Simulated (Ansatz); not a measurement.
# Ag₂: energies up the ladder

One table from this session's results is given with a row withheld; the runs are named, their logs left out.

Computed with Ansatz 0.2.0 (the levels named in each step, unless a step's input says otherwise).

## The starting structure

Bond lengths: Ag1–Ag2 2.592 Å.

Structure file:

```xyz
2

Ag    0.0000    0.0000    0.0000
Ag    0.0000    0.0000    2.5920
```

The first run:

input.yaml reads:

```yaml
crystal:
  periodic: [false, false, false]
  atoms:
    - { symbol: Ag, position_ang: [0.0, 0.0, 0.0] }
    - { symbol: Ag, position_ang: [0.0, 0.0, 2.59199] }
basis:
  gaussian: { orbitals: def2-SVP }
hamiltonian:
  xc: pbe
  dispersion: d4
relax:
  f_tol: 0.03
  max_steps: 200
```

Launch:

```bash
> ansatz run input.yaml --threads 4 --pin off --max-ram 10240MiB --backend cpu --events-out ev --progress --plain --runs-dir out
```

Among the steps run: A rough first relaxation, PBE-D4/def2-SVP; Relaxation, PBE0-D4/def2-TZVPP; Frequencies, PBE0-D4/def2-TZVPP; Single point, PBE-D4/def2-TZVPP; Single point, r2SCAN-D4/def2-TZVPP; Single point, B3LYP-D4/def2-TZVPP; Single point, wB97M-V/def2-TZVPP; Single point, B2PLYP/def2-TZVPP; Single point, LDA/def2-TZVPP; Single point, PBE0-D4/def2-SVP; Single point, PBE-D4/def2-SVP; The cation of multiplicity 2 at the same geometry, PBE0-D4/def2-TZVPP; The cation of multiplicity 2 at the same geometry, PBE-D4/def2-TZVPP; The cation of multiplicity 2 at the same geometry, r2SCAN-D4/def2-TZVPP; The cation of multiplicity 2 at the same geometry, B3LYP-D4/def2-TZVPP; The cation of multiplicity 2 at the same geometry, wB97M-V/def2-TZVPP; The cation of multiplicity 2 at the same geometry, B2PLYP/def2-TZVPP.

One table of the session follows, with a row left open; its other results are not shown here.

It belongs to the step «Vertical ionisation energy». 

```
               level  vertical ionisation energy (eV)
   PBE-D4/def2-TZVPP                            8.037
r2SCAN-D4/def2-TZVPP                            7.808
 B3LYP-D4/def2-TZVPP                            7.937
  wB97M-V/def2-TZVPP                                ?
   B2PLYP/def2-TZVPP                            7.718
```

Q: Estimate the row for wB97M-V/def2-TZVPP from the others.

The run gave: vertical ionisation energy (eV): 7.425. In the column «vertical ionisation energy (eV)» it is the lowest.
